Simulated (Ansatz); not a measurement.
# NaI: properties at the relaxed cell

The task here is to estimate one member of a computed series from the others.

Method: DFT PBE, scalar-relativistic, plane waves, PAW, in Ansatz 0.2.0.

### The system as given

It takes space group Fm-3m (No. 225, cubic). The conventional cell has a = 6.528 Å, b = 6.528 Å, c = 6.528 Å, α = 90.00°, β = 90.00°, γ = 90.00°. Na (site symmetry m-3m) has 6 I at 3.26 Å as nearest neighbours. I (site symmetry m-3m) is surrounded by 6 Na at 3.26 Å.

Coordinates:

```cif
data_structure
_symmetry_space_group_name_H-M 'P 1'
_symmetry_Int_Tables_number 1
_cell_length_a 4.6161
_cell_length_b 4.6161
_cell_length_c 4.6161
_cell_angle_alpha 60.000
_cell_angle_beta 60.000
_cell_angle_gamma 60.000
_cell_volume 69.55
loop_
_atom_site_label
_atom_site_type_symbol
_atom_site_fract_x
_atom_site_fract_y
_atom_site_fract_z
_atom_site_occupancy
Na1 Na 0.00000 0.00000 0.00000 1
I1 I 0.50000 0.50000 0.50000 1
```

It is the result of an earlier relaxation at this level (volume 34.78 Å³/atom; gap on the mesh: 3.58 eV).

Set-up of the first run:

input.yaml reads:

```yaml
crystal:
  lattice:
    - [0.0, 3.2640968149, 3.2640968149]
    - [3.2640968149, 0.0, 3.2640968149]
    - [3.2640968149, 3.2640968149, 0.0]
  atoms:
    - { symbol: Na, position: [0.0, 0.0, 0.0] }
    - { symbol: I, position: [0.5, 0.5, 0.5] }
basis:
  ecutwfc: 420
kpoints:
  mp_grid: { grid: [6, 6, 6] }
  band_path:
    path:
      - [[0.0, 0.0, 0.0], [0.5, 0.0, 0.5], [0.625, 0.25, 0.625]]
      - [[0.375, 0.375, 0.75], [0.0, 0.0, 0.0], [0.5, 0.5, 0.5], [0.5, 0.25, 0.75], [0.5, 0.0, 0.5]]
    npoints: 14
hamiltonian:
  xc: pbe
scf:
  occupations: { method: gaussian, width: 0.02 }
  n_extra_bands: 6
output:
  forces: true
  stress: true
  eigenvalues: true
  populations: true
  dos: { projected: true, de: 0.02, nscf_kmesh: { grid: [9, 9, 9] } }
  bader: true
  write_density: true
  write_potential: true
  elf: true
  volumetric_format: npy
```

Run with:

```console
> ansatz run input.yaml --threads 1 --pin off --max-ram 2560MiB --backend cpu --events-out ev --progress --plain --runs-dir out
```

Steps of the session up to this table: Bands, states and charges; Band edges anywhere in the zone; Eigenvalues a small step from each edge; The cell as listed, for comparison; Volume × 0.97; Point at V/V0 = 1.03; Point at V/V0 = 0.94; Volume × 1.06; The cell scaled to 0.91 of its volume; Volume × 1.10; Point at V/V0 = 0.88.

One table of the session follows, with a row left open; its other results are not shown here.

It belongs to the step «Energy against volume». 

| volume (Å³/atom) | energy above the lowest point (meV/atom) | pressure (GPa) | gap on the mesh (eV) |
| --- | --- | --- | --- |
| 30.604 | 30.4 | 2.63 | 3.94 |
| 31.647 | 16.1 | 1.79 | 3.84 |
| 32.690 | 6.8 | 1.09 | 3.74 |
| 33.733 | 1.6 | 0.50 | 3.66 |
| 34.777 | 0.0 | 0.01 | 3.58 |
| 35.820 | ? | ? | ? |
| 36.863 | 5.2 | -0.76 | 3.44 |
| 38.254 | 13.6 | -1.15 | 3.35 |

Estimate the missing values for volume (Å³/atom) = 35.820.

Worked estimate for «energy above the lowest point (meV/atom)». A straight line through the neighbours (34.777, 0.0) and (36.863, 5.2) gives 0.0 + (5.2 − 0.0) × (35.820 − 34.777) / (36.863 − 34.777) = 2.6; a parabola fitted to 4 rows on both sides gives 1.4.

The run gave: energy above the lowest point (meV/atom): 1.4; pressure (GPa): -0.41; gap on the mesh (eV): 3.50. In «energy above the lowest point (meV/atom)» the line misses by +1.2 and the parabola by 0.0.
